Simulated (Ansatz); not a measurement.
Working through an equation of state with a fit of CaMg, space group Pmma

With Ansatz 0.2.0 through its Python package.

Typed at the interpreter:
```pycon
>>> import ansatz as az
>>> import numpy as np
>>> from pymatgen.analysis.eos import EOS
>>> vectors0 = np.array([
...     [5.662578, 0.0, 0.0],
...     [0.0, 3.889713, 0.0],
...     [0.0, 0.0, 5.684203],
... ])
>>> sites = [
...     ("Ca", (0.75, 0.5, 0.74543)),
...     ("Ca", (0.25, 0.5, 0.25457)),
...     ("Mg", (0.75, 0.0, 0.242288)),
...     ("Mg", (0.25, 0.0, 0.757712)),
... ]
>>> def crystal_on(cell):
...     crystal = az.Crystal(lattice=az.Lattice.of(cell))
...     for symbol, position in sites:
...         crystal = crystal.atom(symbol, position)
...     return crystal
...
>>> # uniform scaling of the cell
>>> volumes, energies, pressures = [], [], []
>>> for scale in np.linspace(0.92, 1.08, 7):
...     cell = vectors0 * scale ** (1 / 3)
...     calc = crystal_on(cell).calculation()
...     calc = calc.functional("pbesol")
...     calc = calc.mixing("broyden", preconditioner="resta")
...     calc = calc.eigensolver("davidson", full_accuracy=True)
...     calc = calc.occupations("fermi_dirac", width=0.3)
...     calc = calc.scf(tolerance=1e-08, self_checks="low")
...     calc = calc.pseudopotentials("nc")
...     calc = calc.kpoints(4, 6, 4)
...     calc = calc.stress()
...     r = calc.run(threads=1, backend="cpu").report
...     volumes.append(abs(np.linalg.det(cell)) / len(sites))
...     energies.append(r["free_energy_ev"] / len(sites))
...     pressures.append(np.trace(r["stress_gpa"]) / 3)
...     print(f"V = {volumes[-1]:8.4f} A^3/atom  F = {energies[-1]:.5f} eV/atom  P = {pressures[-1]:8.3f} GPa")
...
DeckWarning: basis.ecutwfc = 1142.878222 eV, auto-derived from the records' recommended cutoffs: set by Mg (normal level)
DeckWarning: output.stress: scf.convergence.dr2_threshold = 1e-8 eV is looser than the 4e-10 eV advised for a printed stress (1e-10 eV for each atom of the cell: 4). What an SCF threshold leaves in a stress goes as its square root, and in the free energy as the threshold itself, and one threshold admits the most on a small cell: of the crystals measured, under no hybrid functional and no lock of [...]
V =  28.7958 A^3/atom  F = -1332.85378 eV/atom  P =    1.557 GPa
V =  29.6305 A^3/atom  F = -1332.85962 eV/atom  P =    0.704 GPa
V =  30.4651 A^3/atom  F = -1332.86130 eV/atom  P =   -0.044 GPa
V =  31.2998 A^3/atom  F = -1332.85932 eV/atom  P =   -0.700 GPa
V =  32.1344 A^3/atom  F = -1332.85414 eV/atom  P =   -1.277 GPa
V =  32.9691 A^3/atom  F = -1332.84614 eV/atom  P =   -1.782 GPa
V =  33.8038 A^3/atom  F = -1332.83568 eV/atom  P =   -2.225 GPa
>>> for form in ["pourier_tarantola"]:
...     fit = EOS(eos_name=form).fit(volumes, energies)
...     print(f"{form:18s} V0 {fit.v0:8.4f} A^3/atom  B0 {fit.b0_GPa:7.1f} GPa  B1 {fit.b1:5.2f}")
...
pourier_tarantola  V0  30.4132 A^3/atom  B0    25.7 GPa  B1  3.74
```

A third-order Birch-Murnaghan fit through the 7 points (the script's own form differs a little) has its minimum at 30.41 Å³ an atom, 2.8 % below the typed cell, with a bulk modulus of 26 GPa and dB/dP = 3.8. From that minimum the energy rises by 7.5 meV an atom on the compressed side and 25.6 meV on the expanded side.

These settings explore the input space; cutoff and mesh may be short of convergence. Shape and fractional positions are held along the curve, so the bulk modulus is an upper value where they are free to relax, by a factor of two or more in layered or hydrogen-bonded cells. For a metal this k-point mesh is coarse: on a finer one energies can move by several to tens of meV an atom and pressures by half a GPa or more, differences at one mesh by less. A Fermi-Dirac width this large means warm electrons, whose thermal share enters the free energy. Pressure is positive in compression. This cell is a computed structure, which may not be the phase found in nature. Warnings are shown shortened and without file and line. It ran for 8.8 min on 1 thread of Arm Neoverse V2, on a shared host, peak memory 0.85 GiB.
